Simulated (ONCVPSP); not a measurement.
**Sb: generating and testing an ONCV potential**

Task: generate the file, and judge it by its errors in other configurations, its logarithmic derivatives, its ghosts and its cutoff.

Method: ONCVPSP 4.0.1, PBEsol, scalar-relativistic.

**1. The atom and the settings**

Typed settings, in words:

* element: antimony (Sb, Z = 51)
* type: optimised norm-conserving Vanderbilt (ONCV)
* frozen core: [Kr] 4d10
* valence charge: 5
* reference configuration: 5s1.75 5p3.25
* partial waves: 5s: rc 1.90 bohr, ncon 5, nbas 10, qcut 3.5 1/bohr, 2 projectors, debl 3.7 Ha; 5p: rc 2.30 bohr, ncon 3, nbas 8, qcut 3.9 1/bohr, 3 projectors, debl 2.7 Ha
* local potential: polynomial inside 1.35 bohr (lpopt 3, dvloc0 4 Ha)
* core correction: Teter function, fcfact 5.75, rcfact 1.3

An earlier all-electron run gives the scale for the radii.

All-electron outer shells of the reference configuration (PBEsol, scalar-relativistic, ld1.x):

```csv
shell,level (eV),outermost node (bohr),outermost maximum (bohr)
4p,-102.00,0.39,0.76
4d,-33.81,0.38,0.84
5s,-13.08,0.95,1.88
5p,-4.99,1.04,2.32
```

**2. The generation run**

File Sb.dat:

```
# ATOM AND REFERENCE CONFIGURATION
# atsym  z   nc   nv     iexc    psfile
  Sb 51.00    9    2  -116133      upf
#
#   n    l    f
    1    0    2.00
    2    0    2.00
    2    1    6.00
    3    0    2.00
    3    1    6.00
    3    2   10.00
    4    0    2.00
    4    1    6.00
    4    2   10.00
    5    0    1.75
    5    1    3.25
#
# PSEUDOPOTENTIAL AND OPTIMIZATION
# lmax
    1
#
#   l,   rc,      ep,       ncon, nbas, qcut
    0    1.90    0.00    5   10    3.50
    1    2.30    0.00    3    8    3.90
#
# LOCAL POTENTIAL
# lloc, lpopt,  rc(5),   dvloc0
    4    3    1.35    4.00
#
# VANDERBILT-KLEINMAN-BYLANDER PROJECTORs
# l, nproj, debl
    0    2    3.70
    1    3    2.70
#
# MODEL CORE CHARGE
# icmod, fcfact, rcfact
    3    5.75    1.30
#
# LOG DERIVATIVE ANALYSIS
# epsh1, epsh2, depsh
   -2.00    5.00    0.02
#
# OUTPUT GRID
# rlmax, drl
    6.00    0.01
#
# TEST CONFIGURATIONS
# ncnf
    4
# nvcnf
#   n    l    f
    2
    5    0    2.00
    5    1    3.00
#
    2
    5    0    2.00
    5    1    2.00
#
    2
    5    0    2.00
    5    1    1.00
#
    2
    5    0    1.00
    5    1    4.00
#
```

On the command line:

```bash
$ oncvpsp.x < Sb.dat > Sb.out
```

Q: Predict the outcome of this session. Wanted: cutoffs for 1 and 0.1 mHa per electron, occupied waves; bound ghosts; GHOST(+) flags; largest test error; largest phase difference near zero energy, channels read; rms error of d²Exc/dn², without and with the model core.

**Answer**, as computed:

| quantity | value |
| --- | --- |
| cutoffs for 1 and 0.1 mHa per electron, occupied waves | 7.6 Ha and 26 Ha |
| bound ghosts | none found |
| GHOST(+) flags | s at 96 eV |
| largest test error (AE − PS) | -46 meV, for 5s2 5p1 |
| largest phase difference near zero energy, channels read | 0.001 rad |
| rms error of d²Exc/dn², without and with the model core | 6.57 and 0.37 mHa |

What this shows: The worst unpolarised test, 5s2 5p1, is off by 46 meV on 22.3 eV; by total energies transferability rates as fair. It counts as soft on the atom at that tolerance, with 7.6 Ha needed at the looser tolerance. The tighter tolerance needs 26 Ha, and converged work needs a cutoff nearer that. At the looser tolerance the 5s wave is the slowest; 5p needs 5 Ha. No bound ghost shows below the valence levels. Near zero energy the phases of the channels with partial waves agree within 0.001 rad. The program also flags highly localised states, GHOST(+) (s).
